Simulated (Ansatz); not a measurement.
**GeNH4 radical: basis-set convergence**

One table from this session's results is given with a row withheld; the runs are named, their logs left out.

Method: one geometry, several basis sets; program: Ansatz 0.2.0, Gaussian basis.

The runs, in order: PBE0-D4/def2-SVP; ωB97M-V/def2-SVP; PBE0-D4/def2-QZVPP; ωB97M-V/def2-QZVPP; the functionals' def2-TZVPP values are taken from earlier runs.

**Structure used throughout**

An earlier PBE0-D4 in a triple-zeta def2 set relaxation fixed the geometry.

SMILES `[NH][GeH3]`, 6 atoms, charge 0, spin multiplicity 2.

Atoms are counted from 1 here; the program's logs count them from 0.

Bond lengths: N1–Ge2 1.869 Å, N1–H3 1.026 Å, Ge2–H4 1.532 Å, Ge2–H5 1.541 Å, Ge2–H6 1.541 Å. Angles: Ge2–N1–H3 107.9°, N1–Ge2–H4 107.6°, N1–Ge2–H5 109.5°, N1–Ge2–H6 109.6°, H4–Ge2–H5 110.4°, H4–Ge2–H6 110.4°, H5–Ge2–H6 109.3°.

Set-up of the first run:

The input, in.yaml:

```yaml
crystal:
  periodic: [false, false, false]
  atoms:
    - {symbol: N, position_ang: [0.437034, -1.307536, 0.482915]}
    - {symbol: Ge, position_ang: [-0.255153, 0.259107, -0.266129]}
    - {symbol: H, position_ang: [1.181481, -1.042066, 1.137482]}
    - {symbol: H, position_ang: [-1.369156, -0.144458, -1.237907]}
    - {symbol: H, position_ang: [0.864185, 1.010214, -1.013407]}
    - {symbol: H, position_ang: [-0.816391, 1.160738, 0.850844]}
basis:
  gaussian: {orbitals: def2-SVP}
magnetization: {spin_polarized: true, initial_magnetization: 1}
hamiltonian: {xc: pbe0, dispersion: d4}
output: {orbitals: {seedname: orbitals}}
```

The run is started by

```sh
$ ansatz run in.yaml --threads 2 --pin off --events-out ev --progress --plain --max-ram 32768MiB --backend cpu
```

Among the steps run: PBE0-D4 in def2-SVP; ωB97M-V in def2-SVP; PBE0-D4 in def2-QZVPP; ωB97M-V in def2-QZVPP.

One table of the session follows, with a row left open; its other results are not shown here.

It belongs to the step «Density functionals: the series». 

```
functional       basis  HOMO (eV)  LUMO (eV)
   PBE0-D4    def2-SVP      -7.65      -2.78
   PBE0-D4  def2-TZVPP          ?          ?
   PBE0-D4  def2-QZVPP      -7.92      -3.06
   ωB97M-V    def2-SVP      -9.91      -0.62
   ωB97M-V  def2-TZVPP     -10.19      -0.95
   ωB97M-V  def2-QZVPP     -10.22      -1.03
```

Estimate the missing values for PBE0-D4, def2-TZVPP.

**Answer.** HOMO (eV): -7.89; LUMO (eV): -3.01. In the column «HOMO (eV)» it lies between PBE0-D4, def2-QZVPP (-7.92) and PBE0-D4, def2-SVP (-7.65).
